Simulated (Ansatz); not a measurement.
# CH9GePSi: a ladder of functionals and wavefunction methods

An exercise on one series of results from a longer session: the logs are not shown, and one member is left open.

Computed with Ansatz 0.2.0, Gaussian basis. Level: functionals in def2-TZVPP, the program's frozen cores in correlated methods.

Levels to be run: LDA (SPW92), PBE-D4, revPBE-D4, BLYP-D4, r2SCAN-D4, B97M-V, PBE0-D4, B3LYP-D4, r2SCANh-D4, r2SCAN0-D4, HSE06-D4, BHLYP-D4, CAM-B3LYP-D4, LC-ωPBE, ωB97X-V, ωB97M-V, B2PLYP, PBE-QIDH; CCSD(T)/def2-SVP; CCSD(T)/def2-TZVPP; MP2/def2-QZVPP; extrapolation to the limit; RPA on PBE.

## The relaxed structure

The geometry comes from an earlier relaxation with PBE0-D4 in a triple-zeta def2 set; it is a stationary point, not always the lowest conformer.

SMILES `[SiH3][CH2][GeH2][PH2]`, 13 atoms, charge 0, spin multiplicity 1.

Atoms are counted from 1 here; the program's logs count them from 0.

Bond lengths: Si1–C2 1.870 Å, Si1–H5 1.488 Å, Si1–H6 1.489 Å, Si1–H7 1.488 Å, C2–Ge3 1.961 Å, C2–H8 1.094 Å, C2–H9 1.094 Å, Ge3–P4 2.324 Å, Ge3–H10 1.541 Å, Ge3–H11 1.541 Å, P4–H12 1.421 Å, P4–H13 1.421 Å. Angles: C2–Si1–H5 110.1°, C2–Si1–H6 111.4°, C2–Si1–H7 110.1°, H5–Si1–H6 108.4°, H5–Si1–H7 108.4°, H6–Si1–H7 108.4°, Si1–C2–Ge3 113.7°, Si1–C2–H8 109.8°, Si1–C2–H9 109.9°, Ge3–C2–H8 107.9°, Ge3–C2–H9 108.0°, H8–C2–H9 107.4°, C2–Ge3–P4 113.6°, C2–Ge3–H10 109.7°, C2–Ge3–H11 109.7°, P4–Ge3–H10 107.6°, P4–Ge3–H11 107.6°, H10–Ge3–H11 108.5° and more.

Set-up of the first run:

in.yaml reads:

```yaml
crystal:
  periodic: [false, false, false]
  atoms:
    - {symbol: Si, position_ang: [-1.305310, 1.551155, -0.828479]}
    - {symbol: C, position_ang: [-0.531417, 0.353683, 0.381364]}
    - {symbol: Ge, position_ang: [0.915280, -0.721265, -0.390969]}
    - {symbol: P, position_ang: [1.884265, -2.200336, 1.116944]}
    - {symbol: H, position_ang: [-1.876489, 0.811278, -1.985855]}
    - {symbol: H, position_ang: [-2.395100, 2.339237, -0.190257]}
    - {symbol: H, position_ang: [-0.277611, 2.498109, -1.338642]}
    - {symbol: H, position_ang: [-0.125007, 0.901002, 1.236495]}
    - {symbol: H, position_ang: [-1.292955, -0.331361, 0.764415]}
    - {symbol: H, position_ang: [2.029215, 0.206359, -0.913549]}
    - {symbol: H, position_ang: [0.373343, -1.549512, -1.571929]}
    - {symbol: H, position_ang: [0.630841, -2.671782, 1.593371]}
    - {symbol: H, position_ang: [1.991446, -1.221267, 2.141789]}
basis:
  gaussian: {orbitals: def2-TZVPP}
hamiltonian: {xc: lda}
output: {orbitals: {seedname: orbitals}}
```

Among the steps run: LDA; PBE-D4 (GGA); revPBE-D4 (GGA); BLYP-D4 (GGA); r2SCAN-D4 (meta-GGA); B97M-V (meta-GGA); PBE0-D4 (hybrid); B3LYP-D4 (hybrid); r2SCANh-D4 (hybrid); r2SCAN0-D4 (hybrid); HSE06-D4 (hybrid); BHLYP-D4 (hybrid); CAM-B3LYP-D4 (range-separated); LC-ωPBE (range-separated); ωB97X-V (range-separated); ωB97M-V (range-separated); B2PLYP (double hybrid); PBE-QIDH (double hybrid).

One table of the session follows, with a row left open; its other results are not shown here.

It belongs to the step «Orbital energies across the functionals». 

```
  functional  HOMO (eV)  gap (eV)
 LDA (SPW92)      -6.40      5.38
      PBE-D4      -6.29      5.50
   revPBE-D4      -6.25      5.55
     BLYP-D4      -6.13      5.44
   r2SCAN-D4      -6.52      6.01
      B97M-V      -6.66      6.05
     PBE0-D4      -7.36      7.43
    B3LYP-D4      -7.14      6.98
  r2SCANh-D4      -6.92      6.70
  r2SCAN0-D4      -7.51      7.74
    HSE06-D4      -6.97      6.68
    BHLYP-D4      -8.29      9.29
CAM-B3LYP-D4      -8.58      9.66
     LC-ωPBE          ?         ?
     ωB97X-V      -9.57     11.65
     ωB97M-V      -9.41     11.24
```

Q: Estimate the row for LC-ωPBE from the others.

As computed: HOMO (eV): -9.91; gap (eV): 12.10. In the column «HOMO (eV)» it is the lowest.
